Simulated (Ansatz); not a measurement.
# CH5GeNO: up Jacob's ladder to CCSD(T)

An exercise on one series of results from a longer session: the logs are not shown, and one member is left open.

Program: Ansatz 0.2.0, Gaussian basis. Level of theory: functionals in def2-TZVPP, the program's frozen cores in correlated methods. These are calculated values, not measurements.

Levels to be run: LDA (SPW92), PBE-D4, revPBE-D4, BLYP-D4, r2SCAN-D4, B97M-V, PBE0-D4, B3LYP-D4, r2SCANh-D4, r2SCAN0-D4, HSE06-D4, BHLYP-D4, CAM-B3LYP-D4, LC-ωPBE, ωB97X-V, ωB97M-V, B2PLYP, PBE-QIDH; CCSD(T)/def2-SVP; CCSD(T)/def2-TZVPP; MP2/def2-QZVPP; extrapolation to the limit; RPA on PBE.

## Structure used throughout

The geometry comes from an earlier relaxation with PBE0-D4 in a triple-zeta def2 set; it is a stationary point, not always the lowest conformer.

9 atoms, charge 0, spin multiplicity 1.

Atoms are counted from 1 here; the program's logs count them from 0.

Bond lengths: N1–C2 1.328 Å, N1–H5 1.004 Å, N1–H6 1.007 Å, C2–O3 1.227 Å, C2–H7 1.099 Å, O3–Ge4 2.136 Å, Ge4–H8 1.591 Å, Ge4–H9 1.591 Å. Angles: C2–N1–H5 120.9°, C2–N1–H6 119.7°, H5–N1–H6 119.4°, N1–C2–O3 122.9°, N1–C2–H7 116.0°, O3–C2–H7 121.1°, C2–O3–Ge4 116.9°, O3–Ge4–H8 88.7°, O3–Ge4–H9 88.7°, H8–Ge4–H9 92.5°.

The first run:

in.yaml

```yaml
crystal:
  periodic: [false, false, false]
  atoms:
    - {symbol: N, position_ang: [0.705896, 1.569485, -0.850172]}
    - {symbol: C, position_ang: [0.180091, 0.374694, -0.607612]}
    - {symbol: O, position_ang: [-0.023691, -0.045872, 0.527360]}
    - {symbol: Ge, position_ang: [-0.872501, -1.998932, 0.696769]}
    - {symbol: H, position_ang: [0.859645, 1.883443, -1.791344]}
    - {symbol: H, position_ang: [0.954456, 2.171233, -0.081431]}
    - {symbol: H, position_ang: [-0.067911, -0.229945, -1.490745]}
    - {symbol: H, position_ang: [0.230510, -2.342978, 1.790853]}
    - {symbol: H, position_ang: [-1.878095, -1.427526, 1.789321]}
basis:
  gaussian: {orbitals: def2-TZVPP}
hamiltonian: {xc: lda}
output: {orbitals: {seedname: orbitals}}
```

On the command line:

```console
$ ansatz run in.yaml --threads 4 --pin off --events-out ev --progress --plain --max-ram 10444MiB
```

Among the steps run: LDA; PBE-D4 (GGA); revPBE-D4 (GGA); BLYP-D4 (GGA); r2SCAN-D4 (meta-GGA); B97M-V (meta-GGA); B3LYP-D4 (hybrid); r2SCANh-D4 (hybrid); r2SCAN0-D4 (hybrid); HSE06-D4 (hybrid); BHLYP-D4 (hybrid); CAM-B3LYP-D4 (range-separated); LC-ωPBE (range-separated); ωB97X-V (range-separated); ωB97M-V (range-separated); B2PLYP (double hybrid); PBE-QIDH (double hybrid).

One table of the session follows, with a row left open; its other results are not shown here.

It belongs to the step «Orbital energies across the functionals». 

```
  functional  HOMO (eV)  gap (eV)
 LDA (SPW92)      -4.43      2.24
      PBE-D4      -4.30      2.36
   revPBE-D4      -4.25      2.40
     BLYP-D4          ?         ?
   r2SCAN-D4      -4.53      2.81
      B97M-V      -4.56      2.96
     PBE0-D4      -5.30      4.50
    B3LYP-D4      -5.15      4.05
  r2SCANh-D4      -4.90      3.60
  r2SCAN0-D4      -5.46      4.79
    HSE06-D4      -4.91      3.71
    BHLYP-D4      -6.22      6.63
CAM-B3LYP-D4      -6.58      6.97
     LC-ωPBE      -7.83      9.50
     ωB97X-V      -7.52      9.11
     ωB97M-V      -7.42      8.91
```

Q: Estimate the row for BLYP-D4 from the others.

Worked estimate for «HOMO (eV)». Against the share of exact exchange, B3LYP-D4 (0.2, -5.15), BHLYP-D4 (0.5, -6.22) give a slope of -3.57 per unit share; at 0 the line stands at -4.44.

As computed: HOMO (eV): -4.19; gap (eV): 2.36. In «HOMO (eV)» the line misses by -0.25.
